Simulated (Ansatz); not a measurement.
Crystal: Hf2Pd2Se2Br2O3.

```
Hf Pd Se Br O
1.0
     7.58666   -1.70971   -1.17576
     7.58666    1.70971   -1.17576
    -2.02446    0.00000   13.05155
Hf Pd Se Br O
2 2 2 2 3
Direct
  0.94514 0.94514 0.06144
  0.60628 0.60628 0.28309
  0.17920 0.17920 0.50964
  0.32286 0.32286 0.74307
  0.92232 0.92232 0.84566
  0.78991 0.78991 0.58800
  0.58645 0.58645 0.04520
  0.24604 0.24604 0.28651
  0.59701 0.59701 0.42127
  0.38554 0.38554 0.07302
  0.03094 0.03094 0.22169
```

The cell was built by a generator and needn't be a form met in nature.

- Program: Ansatz 0.2.0
- Task: relaxation of cell and atoms
- Functional: revPBE
- Potentials or basis: Ansatz PAW
- Cutoff: 420 eV (not typed: the program's choice for these potentials)
- k mesh: 6 × 6 × 2
- Occupations: fermi-dirac, width 0.05 eV
- Spin: no spin polarisation

At the start: volume 30.04 Å³/atom.

How do energy, volume and symmetry change on relaxing?

It ends after 22 steps and the volume is 33.23 Å³/atom (+10.6 %); space group Cm (No. 8, to 0.05 Å).

Step by step:
```csv
step,energy change (eV),largest force (eV/Å),volume (Å³)
1,0.0000,0.1742,330.44
2,-0.0157,0.2114,339.66
3,-0.0241,0.1131,340.14
4,-0.0251,0.1131,344.23
5,-0.0241,0.0616,347.87
6,-0.0248,0.0259,347.72
7,-0.0251,0.0505,347.49
8,-0.0253,0.0106,347.40
9,-0.0254,0.0076,347.32
10,-0.0419,0.0032,347.32
11,-0.0417,0.0223,348.57
12,-0.0375,0.0611,355.34
13,-0.0368,0.0493,357.24
14,-0.0377,0.0310,357.21
15,-0.0376,0.0123,357.39
16,-0.0375,0.0036,357.49
17,-0.0469,0.0070,357.49
18,-0.0453,0.0291,361.23
19,-0.0422,0.0215,365.76
20,-0.0424,0.0138,365.58
21,-0.0424,0.0029,365.55
22,-0.0493,0.0042,365.55
```

Final structure:
```cif
data_structure
_symmetry_space_group_name_H-M 'P 1'
_symmetry_Int_Tables_number 1
_cell_length_a 8.3085
_cell_length_b 8.3085
_cell_length_c 14.0355
_cell_angle_alpha 110.929
_cell_angle_beta 110.929
_cell_angle_gamma 23.908
_cell_volume 365.55
loop_
_atom_site_label
_atom_site_type_symbol
_atom_site_fract_x
_atom_site_fract_y
_atom_site_fract_z
_atom_site_occupancy
Hf1 Hf 0.94662 0.94662 0.05859 1
Hf2 Hf 0.60600 0.60600 0.27842 1
Pd1 Pd 0.18164 0.18164 0.50987 1
Pd2 Pd 0.32140 0.32140 0.74862 1
Se1 Se 0.91859 0.91859 0.85065 1
Se2 Se 0.78675 0.78675 0.59622 1
Br1 Br 0.58237 0.58237 0.04960 1
Br2 Br 0.24156 0.24156 0.29296 1
O1 O 0.60470 0.60470 0.41092 1
O2 O 0.38981 0.38981 0.06662 1
O3 O 0.03224 0.03224 0.21611 1
```

Caveat: the plane-wave basis is chosen anew once the cell has moved, so the energies of steps on either side of that aren't comparable; the PAW data sets come from PBE, with cores solved anew for the run's functional, which leaves a small shift of forces and pressure.
